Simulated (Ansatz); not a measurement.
## CHNSe, SMILES N=C=[Se]: a polarisability from point charges

Computed with the Ansatz DFT code, driven from Python.

`chnse_field.py`
```python
from dataclasses import dataclass
import warnings

import ansatz as az
import numpy as np


@dataclass
class Options:
    basis_set: str = "def2-SVP"
    functional: str = "b3lyp"
    dispersion: str = "d3bj"


settings = Options()

warnings.simplefilter("ignore", az.DeckWarning)

system = (
    az.Crystal.molecule()
    .atom("N", [-0.4228, 0.5307, -0.6734])
    .atom("C", [0.3044, -0.1194, 0.0387])
    .atom("Se", [1.58, -1.1429, 1.0511])
    .atom("H", [-1.4061, 0.6713, -0.4367])
)

base = (
    system.calculation()
    .basis(gaussian=settings.basis_set)
    .functional(settings.functional, dispersion=settings.dispersion)
    .scf(lower_state_search="off")
    .forces()
)
centre = np.mean([site.position_ang for site in system.cartesian_sites], axis=0)
field = 2 * 14.399645 * 3.0 / 30.0 ** 2


def dipole(axis, sign):
    arm = 30.0 * np.eye(3)[axis]
    pair = [{"charge": sign * 3.0, "position_ang": (centre - arm).tolist()}, {"charge": -sign * 3.0, "position_ang": (centre + arm).tolist()}]
    deck = base.input().set(az.key.basis.gaussian.point_charges, pair)
    return np.array(az.Session.from_dict(deck).plan().execute().report["charge_distribution"]["dipole_moment_e_ang"])


print(f"field {field:.4f} V/A")
alpha = np.array([(dipole(axis, 1) - dipole(axis, -1)) / (2 * field) * 14.399645 for axis in range(3)])
print("polarisability tensor (A^3)")
print(np.array2string(alpha, precision=3, suppress_small=True))
print(f"mean {np.trace(alpha) / 3:.3f} A^3 = {np.trace(alpha) / 3 / 0.14818471:.2f} bohr^3")
```

Running `python chnse_field.py` prints:
```text
field 0.0960 V/A
polarisability tensor (A^3)
[[ 6.76  -2.633  2.527]
 [-2.624  5.288 -2.07 ]
 [ 2.521 -2.071  5.317]]
mean 5.788 A^3 = 39.06 bohr^3
```

What to keep in mind:
- These settings explore the input space; basis and method may be short of convergence.
- The geometry is a force-field or estimated start, not a minimum of this method, and the basis set is short of its limit. The field of two point charges is only nearly even.
- b3lyp holds the VWN-RPA fit, as in Gaussian; the form of ORCA and Turbomole is b3lyp5.
- Without diffuse functions polarisabilities are unreliable, as a rule too low, and they change with the bond lengths of this unrelaxed start.
- Hardware and time: 16 s on 1 thread of Intel(R) Xeon(R) Platinum 8259CL CPU @ 2.50GHz (Skylake/Cascade Lake) (shared host), peak memory 0.18 GiB.

(Lines on the test bed's own set-up are left out of the output.)
